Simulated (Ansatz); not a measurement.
# SrIr2: further runs on the relaxed cell

The task here is to estimate one member of a computed series from the others.

The COD entry's cell or inner coordinates are ideal or old and differ from later refinements, so a difference from it is no clean test against experiment.

Program: Ansatz 0.2.0. Level of theory: DFT PBEsol, scalar-relativistic, plane waves, PAW. These are calculated values, not measurements.

1 further run of the same task is left out (set aside as unsound or not needed).

**Starting point**

Symmetry: Fd-3m, No. 227, cubic system. Conventional cell: a = 7.639 Å, b = 7.639 Å, c = 7.639 Å, α = 90.00°, β = 90.00°, γ = 90.00°. Sr (site symmetry -43m) has 12 Ir at 3.17 Å and 4 Sr at 3.31 Å as nearest neighbours. Ir (site symmetry -3m) is surrounded by 6 Ir at 2.70 Å.

Coordinates:

```cif
data_structure
_symmetry_space_group_name_H-M 'Fd-3m:1'
_symmetry_Int_Tables_number 227
_cell_length_a 7.6391
_cell_length_b 7.6391
_cell_length_c 7.6391
_cell_angle_alpha 90.000
_cell_angle_beta 90.000
_cell_angle_gamma 90.000
_cell_volume 445.79
loop_
_atom_site_label
_atom_site_type_symbol
_atom_site_symmetry_multiplicity
_atom_site_Wyckoff_symbol
_atom_site_fract_x
_atom_site_fract_y
_atom_site_fract_z
_atom_site_occupancy
Sr1 Sr 8 b 0.00000 0.00000 0.50000 1
Ir1 Ir 16 c 0.12500 0.12500 0.12500 1
```

It is the result of an earlier relaxation at this level (volume 18.57 Å³/atom; gap on the mesh: none (metal)).

The first run:

input.yaml

```yaml
crystal:
  lattice:
    - [0.0, 3.8195554086, 3.8195554086]
    - [3.8195554086, 0.0, 3.8195554086]
    - [3.8195554086, 3.8195554086, 0.0]
  atoms:
    - { symbol: Sr, position: [0.0, 0.0, 0.0] }
    - { symbol: Sr, position: [0.25, 0.25, 0.25] }
    - { symbol: Ir, position: [0.625, 0.625, 0.625] }
    - { symbol: Ir, position: [0.125, 0.625, 0.625] }
    - { symbol: Ir, position: [0.625, 0.625, 0.125] }
    - { symbol: Ir, position: [0.625, 0.125, 0.625] }
basis:
  ecutwfc: 420
kpoints:
  mp_grid: { grid: [8, 8, 8] }
  band_path:
    path:
      - [[0.0, 0.0, 0.0], [0.5, 0.0, 0.5], [0.625, 0.25, 0.625]]
      - [[0.375, 0.375, 0.75], [0.0, 0.0, 0.0], [0.5, 0.5, 0.5], [0.5, 0.25, 0.75], [0.5, 0.0, 0.5]]
    npoints: 14
hamiltonian:
  xc: pbesol
scf:
  occupations: { method: gaussian, width: 0.1 }
  n_extra_bands: 15
output:
  forces: true
  stress: true
  eigenvalues: true
  populations: true
  dos: { projected: true, de: 0.02, nscf_kmesh: { grid: [12, 12, 12] } }
  bader: true
  write_density: true
  write_potential: true
  elf: true
  volumetric_format: npy
```

Run with:

```bash
$ ansatz run input.yaml --threads 2 --pin off --max-ram 5120MiB --backend cpu --events-out ev --progress --plain --runs-dir out
```

Steps of the session up to this table: Static run: bands, density of states and charges; The cell scaled to 0.97 of its volume; Point at V/V0 = 1.03; Volume × 0.94; Volume × 1.06.

One of the session's tables, all rows but one given; the rest of the session is left out.

It belongs to the step «Energy against volume». 

```
volume (Å³/atom)  energy above the lowest point (meV/atom)  pressure (GPa)
          17.460                                      39.2           12.00
          18.017                                       9.2            5.49
          18.575                                       0.0            0.02
          19.132                                         ?               ?
          19.689                                      31.2           -8.44
```

**Question.** Estimate the row for volume (Å³/atom) = 19.132.

Worked estimate for «energy above the lowest point (meV/atom)». A straight line through the neighbours (18.575, 0.0) and (19.689, 31.2) gives 0.0 + (31.2 − 0.0) × (19.132 − 18.575) / (19.689 − 18.575) = 15.6; a parabola fitted to 3 rows on both sides gives 7.3.

The run gave: energy above the lowest point (meV/atom): 8.3; pressure (GPa): -4.58. In «energy above the lowest point (meV/atom)» the line misses by +7.3 and the parabola by -1.0.
